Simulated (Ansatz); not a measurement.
The system is WAu.

```xyz
2
Lattice="0.0000 2.9092 2.9092 2.9092 0.0000 2.9092 2.9092 2.9092 0.0000" Properties=species:S:1:pos:R:3 pbc="T T T"
W     0.0000    0.0000    0.0000
Au    4.3638    4.3638    4.3638
```

The cell was built by a generator and needn't be a form met in nature.

```yaml
Program: Ansatz 0.2.0
Task: relaxation of cell and atoms
Functional: BLYP
Dispersion: D3(BJ)
Potentials_or_basis: Ansatz PAW
Cutoff: "420 eV (not typed: the program's choice for these potentials)"
k_mesh: 8 × 8 × 8
Occupations: fermi-dirac, width 0.05 eV
Spin: no spin polarisation
```

At the start: volume 24.62 Å³/atom.

Q: How do energy, volume and symmetry change on relaxing?

A: It ends after 4 steps and the volume is 24.06 Å³/atom (-2.3 %); space group F-43m (No. 216, to 0.05 Å).

The path:
```
step  energy change (eV)  largest force (eV/Å)  volume (Å³)
   1              0.0000                0.0000        49.24
   2             -0.0109                0.0000        48.17
   3             -0.0109                0.0000        48.12
   4             -0.0106                0.0000        48.12
```

Final structure:
```cif
data_structure
_symmetry_space_group_name_H-M 'P 1'
_symmetry_Int_Tables_number 1
_cell_length_a 4.0827
_cell_length_b 4.0827
_cell_length_c 4.0827
_cell_angle_alpha 60.000
_cell_angle_beta 60.000
_cell_angle_gamma 60.000
_cell_volume 48.12
loop_
_atom_site_label
_atom_site_type_symbol
_atom_site_fract_x
_atom_site_fract_y
_atom_site_fract_z
_atom_site_occupancy
W1 W 0.00000 0.00000 0.00000 1
Au1 Au 0.75000 0.75000 0.75000 1
```

Caveat: the plane-wave basis is chosen anew once the cell has moved, so the energies of steps on either side of that aren't comparable; pairwise dispersion overbinds metals, which lowers pressure and volume; the PAW data sets come from PBE, with cores solved anew for the run's functional, which leaves a small shift of forces and pressure.
